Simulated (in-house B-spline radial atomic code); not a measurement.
# Er²⁹⁺: binding energies from hole states

How much more does a second hole in Er²⁹⁺ cost because of the first?

The numbers are computed with in-house B-spline radial atomic code version 1 (Dirac-Hartree-Fock, average of configuration, Fermi nucleus, basis-set limit), except any that are marked as measured or tabulated.

## (1) Starting point

```
element       : erbium (Z = 68)
charge        : +29
electrons     : 39
configuration : [Kr] 4d3
Hamiltonian   : Dirac-Coulomb
nucleus       : Fermi, rms radius 5.252 fm
```

The outer shells:

[Kr] 4d3
```
[Kr] core
4d [↑ ][↑ ][↑ ][  ][  ]
```

The boxes draw the filling by Hund's rule, which heavy ions in jj coupling don't follow; these runs average over all states of the configuration.

Input settings:

```ini
Z = 68
electrons = 39.0
configuration = [Kr] 4d3
hamiltonian = dirac
method = hf
spin_polarised = False
nucleus = fermi
rms_radius = 5.2516
mass_number = 166
atomic_mass = 165.930301067
speed_of_light = 137.035999084
```

This reference run was done before. Its total energy is -12672.853023 hartree, and its levels are (the highest eight at most):

| orbital | occupation | energy (eV) | <r> (bohr) |
| --- | --- | --- | --- |
| 3p3/2 | 4 | -2876.87 | 0.2253 |
| 3d3/2 | 4 | -2518.90 | 0.1988 |
| 3d5/2 | 6 | -2475.64 | 0.2028 |
| 4s1/2 | 2 | -1386.18 | 0.4674 |
| 4p1/2 | 2 | -1291.22 | 0.4683 |
| 4p3/2 | 4 | -1234.36 | 0.4887 |
| 4d3/2 | 1.2 | -1093.92 | 0.4842 |
| 4d5/2 | 1.8 | -1082.26 | 0.4903 |

Single holes known from earlier runs (ΔSCF): 1s 58824.9 eV, 2s 10870.6 eV, 3s 3283.35 eV, 4s 1385.19 eV, 4p1/2 1290.17 eV.

## (2) The 2s and 3s holes

Input settings:

```ini
Z = 68
electrons = 37.0
configuration = 1s2 2s1 2p6 3s1 3p6 3d10 4s2 4p6 4d3
hamiltonian = dirac
method = hf
spin_polarised = False
nucleus = fermi
rms_radius = 5.2516
mass_number = 166
atomic_mass = 165.930301067
speed_of_light = 137.035999084
```

## (3) The 3s and 4p1/2 holes

In configurations, a minus sign after the shell means j = l − 1/2 and a plus sign j = l + 1/2; the count of electrons follows.

Changes to the settings of step 2:

```diff
@@ -2,3 +2,3 @@
 electrons = 37.0
-configuration = 1s2 2s1 2p6 3s1 3p6 3d10 4s2 4p6 4d3
+configuration = 1s2 2s2 2p6 3s1 3p6 3d10 4s2 4p-1 4p+4 4d3
 hamiltonian = dirac
```

## (4) The 3s and 4s holes

Changes to the settings of step 3:

```diff
@@ -2,3 +2,3 @@
 electrons = 37.0
-configuration = 1s2 2s2 2p6 3s1 3p6 3d10 4s2 4p-1 4p+4 4d3
+configuration = 1s2 2s2 2p6 3s1 3p6 3d10 4s1 4p6 4d3
 hamiltonian = dirac
```

## (5) The 1s and 1s holes

Changes to the settings of step 4:

```diff
@@ -2,3 +2,3 @@
 electrons = 37.0
-configuration = 1s2 2s2 2p6 3s1 3p6 3d10 4s1 4p6 4d3
+configuration = 2s2 2p6 3s2 3p6 3d10 4s2 4p6 4d3
 hamiltonian = dirac
```

**Question.** What does each hole state cost in eV, and how does that compare with the orbital energies or single holes?

The runs gave:

| two holes | ΔSCF (eV) | less the two single holes (eV) |
| --- | --- | --- |
| 2s and 3s | 14261.4 | 107.44 |
| 3s and 4p1/2 | 4632.90 | 59.38 |
| 3s and 4s | 4724.10 | 55.55 |
| 1s and 1s | 118804.2 | 1154.37 |

Two holes cost more than the sum of each, because the second electron leaves a more charged ion. The excess runs from 55.6 eV (3s and 4s) to 1154.4 eV (1s and 1s); it tends to be largest where both holes are compact. Two partly filled shells share a symmetry and can mix in the average, which may lower the energy, in these hole states: 2s and 3s; 3s and 4s. Values are for the free ion, measured from the vacuum level.
